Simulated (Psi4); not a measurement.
**InH3Cl− ([InClH3]-): MN15-D3(BJ)+ATM/3-21G**

Aim: the electrostatic solvation energy at fixed shape (C-PCM, methanol) of InH3Cl− ([InClH3]-) at MN15-D3(BJ)+ATM/3-21G, from 2 runs. 

Program for the calculation: Psi4 1.11.

6 further runs of the same task are left out: 2 that didn't finish, 4 set aside as unsound or not needed.

## Step 1: The structure to begin with

InH3Cl− has 5 atoms, charge -1, and is taken as a singlet. SMILES: `[H][In-]([H])([H])[Cl]`. Geometry: a GFN2-xTB (4 decimals) relaxation, a rough one for these elements and not checked as a minimum.

Bond lengths: In1–Cl2 2.339 Å, In1–H3 1.697 Å, In1–H4 1.696 Å, In1–H5 1.696 Å. Angles: Cl2–In1–H3 106.6°, Cl2–In1–H4 106.7°, Cl2–In1–H5 106.7°, H3–In1–H4 111.9°, H3–In1–H5 112.2°, H4–In1–H5 112.2°.

## Step 2: The energy at MN15-D3(BJ)+ATM/3-21G

File clh3in.sdf:

```

     RDKit          3D

  5  4  0  0  0  0  0  0  0  0999 V2000
   -0.0022    0.0006   -0.1757 In  0  0  0  0  0  4  0  0  0  0  0  0
    0.0128   -0.0204    2.1636 Cl  0  0  0  0  0  0  0  0  0  0  0  0
    1.6208    0.0134   -0.6709 H   0  0  0  0  0  0  0  0  0  0  0  0
   -0.8181    1.4110   -0.6459 H   0  0  0  0  0  0  0  0  0  0  0  0
   -0.8134   -1.4046   -0.6711 H   0  0  0  0  0  0  0  0  0  0  0  0
  2  1  1  0
  3  1  1  0
  4  1  1  0
  5  1  1  0
M  CHG  1   1  -1
M  END
$$$$
```

File run.py:

```python
import numpy as np
from ase.calculators.psi4 import Psi4
from ase.io import read

a = read('clh3in.sdf')
calc = Psi4(atoms=a, method='mn15-d3bjatm', basis='3-21G', memory='1600MB', num_threads=1, charge=-1, multiplicity=1, label='calc', reference='rks')
calc.psi4.set_options({'scf_type': 'direct'})
a.calc = calc

print(f'energy: {a.get_potential_energy():.6f} eV')
```

On the command line:

```
$ python run.py
```

calc.dat, cut to the lines that bear on the results:

```text
[...]
  Running in c1 symmetry.
[...]
  Nuclear repulsion =  243.119533236425724
[...]
  Multiplicity = 1
[...]
  Nalpha       = 35
  Nbeta        = 35
[...]
    Number of basis functions: 52
[...]
   @DF-RKS iter   1: -6236.54181326322851   -2.38365e+00   1.64490e-02 ADIIS/DIIS
[...]
   @RKS iter  14: -6177.35753738741914   -3.55067e-09   9.23388e-08 DIIS
[...]
    Orbital Energies [Eh]
    ---------------------
    Doubly Occupied:
       1A   -976.912625     2A   -142.183916     3A   -133.252822
       4A   -133.252476     5A   -133.252472     6A    -99.269243
       7A    -26.602504     8A    -22.791336     9A    -22.788654
      10A    -22.788640    11A    -15.954422    12A    -15.952490
      13A    -15.952484    14A    -15.950802    15A    -15.950791
      16A     -8.844259    17A     -6.877932    18A     -6.871161
      19A     -6.871159    20A     -3.950819    21A     -2.676784
      22A     -2.671802    23A     -2.671790    24A     -0.679246
      25A     -0.662302    26A     -0.662269    27A     -0.655392
      28A     -0.655362    29A     -0.595745    30A     -0.273314
      31A     -0.161085    32A     -0.160966    33A     -0.159730
      34A     -0.109704    35A     -0.109403
[...]
  @RKS Final Energy: -6177.35753738741914
   => Energetics <=
    Nuclear Repulsion Energy =            243.1195332364257240
    One-Electron Energy =               -9028.6358062346153019
    Two-Electron Energy =                2713.4439710023348198
    DFT Exchange-Correlation Energy =    -105.2852328486925018
    Empirical Dispersion Energy =          -0.0000025428714043
    VV10 Nonlocal Energy =                  0.0000000000000000
    Total Energy =                      -6177.3575373874191428
[...]
 Multipole Moments:
 ------------------------------------------------------------------------------------
     Multipole            Electronic (a.u.)      Nuclear  (a.u.)        Total (a.u.)
 ------------------------------------------------------------------------------------
 L = 1.  Multiply by 2.5417464519 to convert [e a0] to [Debye]
 Dipole X            :         -0.0383209            0.0303304           -0.0079905
 Dipole Y            :          0.0325873           -0.0298318            0.0027556
 Dipole Z            :         -4.5257203            3.8838954           -0.6418249
 Magnitude           :                                                    0.6418806
[...]
```

The script printed:

```text
energy: -168094.460560 eV
```

Run time: 5.4 s. Hardware: 1 thread of AMD EPYC 9R45 (Zen 5), shared host; peak memory 0.51 GiB.

## Step 3: The energy at MN15-D3(BJ)+ATM/3-21G (C-PCM methanol)

File clh3in.xyz:

```xyz
5
ClH3In
In    -0.002150     0.000620    -0.175700
Cl     0.012800    -0.020350     2.163640
H      1.620790     0.013380    -0.670930
H     -0.818090     1.410990    -0.645940
H     -0.813350    -1.404640    -0.671060
```

File run.py:

```python
import psi4

psi4.set_memory(1600000000)
psi4.set_num_threads(1)
psi4.set_output_file('run.log', False)

with open('clh3in.xyz') as f:
    atoms = ''.join(f.readlines()[2:])
m = psi4.geometry('-1 1\n' + atoms + 'symmetry c1')

psi4.set_options(dict(basis='3-21G', scf_type='direct', pcm=True))
psi4.pcm_helper("""
  Units = Angstrom
  Medium {
    SolverType = CPCM
    Solvent = Methanol
  }
  Cavity {
    Type = GePol
    RadiiSet = UFF
    Scaling = False
    Area = 0.3
    Mode = Implicit
  }
""")

E = psi4.energy('mn15-d3bjatm')
print(f'mn15-d3bjatm energy: {E:.10f} Eh')
```

On the command line:

```
$ python run.py
```

run.log, cut to the lines that bear on the results:

```text
[...]
  Running in c1 symmetry.
[...]
  Nuclear repulsion =  243.116308237532593
[...]
  Multiplicity = 1
[...]
  Nalpha       = 35
  Nbeta        = 35
[...]
    Number of basis functions: 52
[...]
   @DF-RKS iter   1: -6236.65656101346212   -2.49741e+00   1.61126e-02 ADIIS/DIIS
[...]
   @RKS iter  13: -6177.44239906361781   -2.66932e-07   9.72987e-07 DIIS
[...]
  @RKS Final Energy: -6177.44239906361781
   => Energetics <=
    Nuclear Repulsion Energy =            243.1163082375325928
    One-Electron Energy =               -9028.8842170303523744
    Two-Electron Energy =                2713.7036500176091067
    DFT Exchange-Correlation Energy =    -105.2927884167945791
    Empirical Dispersion Energy =          -0.0000025428178997
    VV10 Nonlocal Energy =                  0.0000000000000000
    PCM Polarization Energy =              -0.0853493287946272
    Total Energy =                      -6177.4423990636178132
[...]
 Multipole Moments:
 ------------------------------------------------------------------------------------
     Multipole            Electronic (a.u.)      Nuclear  (a.u.)        Total (a.u.)
 ------------------------------------------------------------------------------------
 L = 1.  Multiply by 2.5417464519 to convert [e a0] to [Debye]
 Dipole X            :         -0.0399961            0.0301122           -0.0098839
 Dipole Y            :          0.0331028           -0.0298966            0.0032062
 Dipole Z            :         -4.6610665            3.8839566           -0.7771099
 Magnitude           :                                                    0.7771794
[...]
```

The script printed:

```text
mn15-d3bjatm energy: -6177.4423990636 Eh
```

Run time: 6 s. Hardware: 1 thread of AMD EPYC 9R45 (Zen 5), shared host; peak memory 0.51 GiB.

## Step 4: Summary of results

At MN15-D3(BJ)+ATM/3-21G:

| quantity | value |
| --- | --- |
| gas phase: total energy | -6177.35754 Eh |
| gas phase: HOMO energy | -2.98 eV |
| gas phase: LUMO energy | 5.63 eV |
| gas phase: HOMO–LUMO gap (to an unbound level, set by the basis) | 8.60 eV |
| gas phase: dispersion energy | -0.01 kJ/mol |
| C-PCM, methanol: total energy | -6177.44240 Eh |
| C-PCM, methanol: HOMO energy | -7.58 eV |
| C-PCM, methanol: LUMO energy | 1.41 eV |
| C-PCM, methanol: HOMO–LUMO gap (to an unbound level, set by the basis) | 8.98 eV |
| C-PCM, methanol: dispersion energy | -0.01 kJ/mol |
| C-PCM, methanol: solvent term in the energy | -224.1 kJ/mol |
| energy change from gas to solvent at fixed shape | -2.309 eV |

In words: The solvent model (C-PCM, methanol) lowers the energy by 2.31 eV (−223 kJ/mol) at the same shape. It holds the electrostatic part alone, without cavity or dispersion terms. Relativity is left out (gas phase) although the molecule holds a heavy atom. Relativity is left out (C-PCM, methanol) although the molecule holds a heavy atom.
